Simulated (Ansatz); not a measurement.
# H3HfN: the cost of one run

Computed with Ansatz 0.2.0, Gaussian basis. Level: def2-SVP, all electrons in the functionals.

To be run: PBE, r2SCAN, PBE0, B3LYP, wB97M-V, at charge 0, triplet; charge 0, singlet; charge 0, quintet; charge 1, doublet; charge 1, quartet.

6 further runs of the same task are left out: 6 set aside as unsound or not needed.

## Step 1: The system

The geometry is a PBE0/def2-TZVP stationary point (not a proven minimum). No spin-orbit coupling is included. Elements past krypton take def2 core potentials.

5 atoms, charge 0, spin multiplicity 3.

Atoms are counted from 1 here; the program's logs count them from 0.

Bond lengths: Hf1–N2 2.347 Å, N2–H3 1.020 Å, N2–H4 1.020 Å, N2–H5 1.020 Å. Angles: Hf1–N2–H3 111.5°, Hf1–N2–H4 111.5°, Hf1–N2–H5 111.5°, H3–N2–H4 107.4°, H3–N2–H5 107.4°, H4–N2–H5 107.4°.

No dispersion term is added; wB97M-V holds VV10 nonlocal correlation. B3LYP takes the VWN-RPA correlation.

The geometry shown and the zero of energy belong to the point charge 0, triplet. The yardstick, UCCSD(T), and other wave-function levels (R restricted, U unrestricted, valence and pair active spaces) come from earlier runs.

## Step 2: PBE, charge 0, triplet

Input file in.yaml:

```yaml
crystal:
  periodic: [false, false, false]
  atoms:
    - {symbol: Hf, position_ang: [-0.210200, 0.001568, 0.001612]}
    - {symbol: N, position_ang: [2.136700, -0.015941, -0.016386]}
    - {symbol: H, position_ang: [2.503190, -0.967894, -0.014388]}
    - {symbol: H, position_ang: [2.520091, 0.460019, 0.800319]}
    - {symbol: H, position_ang: [2.507421, 0.451692, -0.843682]}
basis:
  gaussian: {orbitals: def2-SVP}
magnetization: {spin_polarized: true, initial_magnetization: 2}
hamiltonian: {xc: {name: PBE}}
output: {orbitals: {seedname: orbitals}}
```

Launch:

```
$ ansatz run in.yaml --threads 1 --pin off --events-out ev --progress --plain --max-ram 2816MiB --backend cpu
```

What time and memory should one allow on 1 thread of AMD EPYC 7R13, shared host?

About 24 s, with a peak of 0.26 GiB.
